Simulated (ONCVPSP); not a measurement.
# Cd: generating and testing an ONCV potential

Aim: build the potential from the settings below, then test how well it stands in for the atom: other configurations, scattering, ghost states and the plane-wave cutoff that it needs.

Program: ONCVPSP 4.0.1. Reference atom: PBE, scalar-relativistic, spherical and spin-unpolarised. All values are calculated.

2 further runs of the same task are left out: 2 that didn't finish.

## (1) The design

Typed settings, in words:

| Property | Result |
| --- | --- |
| element | cadmium (Cd, Z = 48) |
| type | optimised norm-conserving Vanderbilt (ONCV) |
| frozen core | [Ar] 3d10 |
| valence charge | 20 |
| reference configuration | 4s2 4p6 4d10 5s1 (charge +1) |
| partial waves | 4s+5s: rc 1.45 bohr, ncon 5, nbas 9, qcut 7.1 1/bohr, 2 projectors; 4p: rc 1.86 bohr, ncon 4, nbas 7, qcut 9.3 1/bohr, 1 projector; 4d: rc 1.50 bohr, ncon 3, nbas 8, qcut 11.8 1/bohr, 2 projectors, debl 1.4 Ha |
| local potential | polynomial inside 1.40 bohr (lpopt 1, dvloc0 3 Ha) |
| core correction | Teter function, fcfact 4, rcfact 1.35 |

The nodes and maxima of the atom's own shells, from an earlier all-electron run, set the scale for the radii.

All-electron outer shells of the reference configuration (PBE, scalar-relativistic, ld1.x):

```json
{"shell": "3d", "level (eV)": "-402.41", "outermost node (bohr)": "–", "outermost maximum (bohr)": "0.27"}
{"shell": "4s", "level (eV)": "-114.75", "outermost node (bohr)": "0.43", "outermost maximum (bohr)": "0.79"}
{"shell": "4p", "level (eV)": "-75.82", "outermost node (bohr)": "0.43", "outermost maximum (bohr)": "0.84"}
{"shell": "4d", "level (eV)": "-20.51", "outermost node (bohr)": "0.42", "outermost maximum (bohr)": "0.98"}
{"shell": "5s", "level (eV)": "-13.06", "outermost node (bohr)": "1.06", "outermost maximum (bohr)": "2.23"}
{"shell": "5p", "level (eV)": "-7.37", "outermost node (bohr)": "1.19", "outermost maximum (bohr)": "2.83"}
```

## (2) The generation run

Input file Cd.dat:

```
# ATOM AND REFERENCE CONFIGURATION
# atsym  z   nc   nv     iexc    psfile
  Cd 48.00    6    4        4      upf
#
#   n    l    f
    1    0    2.00
    2    0    2.00
    2    1    6.00
    3    0    2.00
    3    1    6.00
    3    2   10.00
    4    0    2.00
    4    1    6.00
    4    2   10.00
    5    0    1.00
#
# PSEUDOPOTENTIAL AND OPTIMIZATION
# lmax
    2
#
#   l,   rc,      ep,       ncon, nbas, qcut
    0    1.45    0.00    5    9    7.10
    1    1.86    0.00    4    7    9.30
    2    1.50    0.00    3    8   11.80
#
# LOCAL POTENTIAL
# lloc, lpopt,  rc(5),   dvloc0
    4    1    1.40    3.00
#
# VANDERBILT-KLEINMAN-BYLANDER PROJECTORs
# l, nproj, debl
    0    2    3.70
    1    1    2.20
    2    2    1.40
#
# MODEL CORE CHARGE
# icmod, fcfact, rcfact
    3    4.00    1.35
#
# LOG DERIVATIVE ANALYSIS
# epsh1, epsh2, depsh
   -6.00    5.00    0.04
#
# OUTPUT GRID
# rlmax, drl
    6.00    0.01
#
# TEST CONFIGURATIONS
# ncnf
    4
# nvcnf
#   n    l    f
    4
    4    0    2.00
    4    1    6.00
    4    2   10.00
    5    0    2.00
#
    4
    4    0    2.00
    4    1    6.00
    4    2   10.00
    5    0    0.00
#
    4
    4    0    2.00
    4    1    6.00
    4    2    9.00
    5    0    0.00
#
    4
    4    0    2.00
    4    1    5.00
    4    2   10.00
    5    0    2.00
#
```

Started as:

```sh
$ oncvpsp.x < Cd.dat > Cd.out
```

What does the calculation give? Wanted: cutoffs for 1 and 0.1 mHa per electron, occupied waves; bound ghosts; GHOST(+) flags; largest test error; largest phase difference near zero energy, channels read; rms error of d²Exc/dn², without and with the model core.

As calculated:

| quantity | value |
| --- | --- |
| cutoffs for 1 and 0.1 mHa per electron, occupied waves | 37 Ha and 98 Ha |
| bound ghosts | none found |
| GHOST(+) flags | none at low energy |
| largest test error (AE − PS) | -100 meV, for 4s2 4p5 4d10 5s2 |
| largest phase difference near zero energy, channels read | 0.022 rad |
| rms error of d²Exc/dn², without and with the model core | 2.75 and 1.24 mHa |

The worst unpolarised test, 4s2 4p5 4d10 5s2, is off by 100 meV on 64.9 eV; by total energies transferability rates as fair for so large an energy. That test lies far up in energy; among those under 40 eV, nearer to bonding, the largest error is 3.9 meV. The potential is hard: the looser tolerance needs 37 Ha. The tighter tolerance needs 98 Ha, and converged work needs a cutoff nearer that. At the looser tolerance the 4d wave is the slowest; 4s needs 25 Ha. It is free of bound ghosts as far as tested. Near zero energy the phases of the channels with partial waves agree within 0.022 rad. All of this concerns the isolated atom, not yet a solid.
